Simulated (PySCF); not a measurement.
# SnCl3(NEt2): geometry, NMR shifts and electronic excitations

Aim: predict the NMR shifts and electronic excitations of SnCl3(NEt2) (`CC[N](CC)[Sn]([Cl])([Cl])[Cl]`).

The runs use PySCF 2.14.0, with density-fitted response routines of our own; the level of theory stands in each step. All values are computed, except where a source is named. Atoms count from 0, in the outputs and in this text.

**1. The molecule as given**

19 atoms, charge 0, multiplicity 1; geometry from: GFN2-xTB. The atoms were then displaced at random by about 0.03 Å, so the start is not that level's minimum.

Bonds of the start (Å): Sn0–Cl1 2.39, Sn0–Cl2 2.21, Sn0–Cl3 2.45, Sn0–N4 2.18, N4–C5 1.41, N4–C7 1.38, C5–C6 1.56, C5–H9 1.08, C5–H10 1.07, C6–H11 1.09, C6–H12 1.17, C6–H13 1.03, C7–C8 1.52, C7–H14 1.15, C7–H15 1.15, C8–H16 1.12, C8–H17 1.12, C8–H18 1.08.

**2. Geometry optimisation at PBE0-D3(BJ)/def2-SVP**

The job: settings as JSON, then the geometry in Å.

```
{"job": {"xc": "PBE0", "basis": "def2-SVP", "d3": "d3bj", "grid": 1, "maxiter": 40, "shake": 0.03, "kind": "geom"}, "charge": 0, "multiplicity": 1}
Sn     1.045720     2.001710     0.760400
Cl     0.120970     2.909840     2.764430
Cl     3.250810     2.026220     0.941610
Cl     0.594620     3.665010    -0.979270
N      0.367700    -0.041110     0.446340
C      0.825450    -0.555810    -0.779010
C      1.035700    -2.091260    -0.639940
C     -0.960880    -0.239180     0.772360
C     -2.055420     0.229410    -0.165600
H      1.814350    -0.151060    -0.952010
H      0.148380    -0.351010    -1.587960
H      1.598330    -2.310500     0.273070
H     -0.041300    -2.553790    -0.608160
H      1.489330    -2.452400    -1.489260
H     -1.115280    -1.370980     0.929080
H     -1.206420     0.251390     1.780880
H     -1.920670     1.310820    -0.431260
H     -2.004430    -0.313730    -1.143970
H     -3.049750     0.029870     0.192850
```

Started as:

```sh
$ OMP_NUM_THREADS=1 python probes_run.py task.json out
```

The driver reads the jobs from task.json and runs them one after another.

**Question.** This job is followed by: GIAO PBE0/pcSseg-1 Sn:def2-TZVP NMR shielding, non-relativistic, gas phase; TDDFT wB97X-D/def2-SVPD, vertical, gas phase, core orbitals frozen in the response; GIAO wB97X-D/pcSseg-1 Sn:def2-TZVP NMR shielding, non-relativistic, gas phase. Predict these results of the whole session: point group; rotational constants (main isotopes); ¹³C shifts against TMS (PBE0/def2-TZVP+pcSseg-1, means over atoms taken as alike); ¹H shifts against TMS (PBE0/def2-TZVP+pcSseg-1, means over atoms taken as alike); ³⁵Cl shifts against HCl (PBE0/def2-TZVP+pcSseg-1, means over atoms taken as alike); ¹⁵N shifts against NH3 (PBE0/def2-TZVP+pcSseg-1); surface potential, 1st and 99th percentile; lowest singlet (wB97X-D/def2-SVPD); brightest single state of those computed; lowest triplet; range of the shift of Cl1.

As calculated:

| quantity | value |
| --- | --- |
| point group | C1 |
| rotational constants (main isotopes) | 0.76, 0.55, 0.48 GHz |
| ¹³C shifts against TMS (PBE0/def2-TZVP+pcSseg-1, means over atoms taken as alike) | 42.4, 15.1 ppm |
| ¹H shifts against TMS (PBE0/def2-TZVP+pcSseg-1, means over atoms taken as alike) | 3.19, 1.13 ppm |
| ³⁵Cl shifts against HCl (PBE0/def2-TZVP+pcSseg-1, means over atoms taken as alike) | 91 ppm |
| ¹⁵N shifts against NH3 (PBE0/def2-TZVP+pcSseg-1) | 118.0 ppm |
| surface potential, 1st and 99th percentile | -0.54 V and 1.29 V |
| lowest singlet (wB97X-D/def2-SVPD) | 3.72 eV (333 nm), f = 0.028 |
| brightest single state of those computed | state 10, 6.84 eV, f = 0.109 |
| lowest triplet | 3.26 eV |
| range of the shift of Cl1 | 68 to 91 ppm |

In words: The start was shaken at random, so part of the energy gained undoes that. Relaxing lowered the energy by 0.981 eV in 10 steps; the close pair that moved most is Sn0–N4, from 2.175 to 2.006 Å. No frequency check was run at this level, so the end point may be a saddle. At PBE0/def2-TZVP+pcSseg-1: The widest tensor belongs to Cl1, Cl2, Cl3: span 363 ppm, with a paramagnetic part of -296 ppm. At PBE0/def2-TZVP+pcSseg-1, counted by nearest atom on the grid, the HOMO lies on N4 60 %; H10 7 %, the LUMO on Sn0 36 %; Cl1, Cl2, Cl3 about 16 % each. The first singlet state (HOMO→LUMO 0.96) lies at 3.72 eV and is weak; of the 10 states computed, the strongest absorption comes from state 10 at 6.84 eV (the last computed, so partners may be missing). The lowest triplet lies 0.46 eV below the lowest singlet (triplets in Tamm-Dancoff, singlets in full TDDFT). Spin-orbit coupling, left out, mixes singlets and triplets in elements this heavy. Across the 2 runs the shift of Cl1 (with its like atoms) moves most, between 68 (wB97X-D/def2-TZVP+pcSseg-1) and 91 ppm (PBE0/def2-TZVP+pcSseg-1). Spin-orbit coupling is left out, which matters for shieldings and couplings at and beside the heavy atoms.
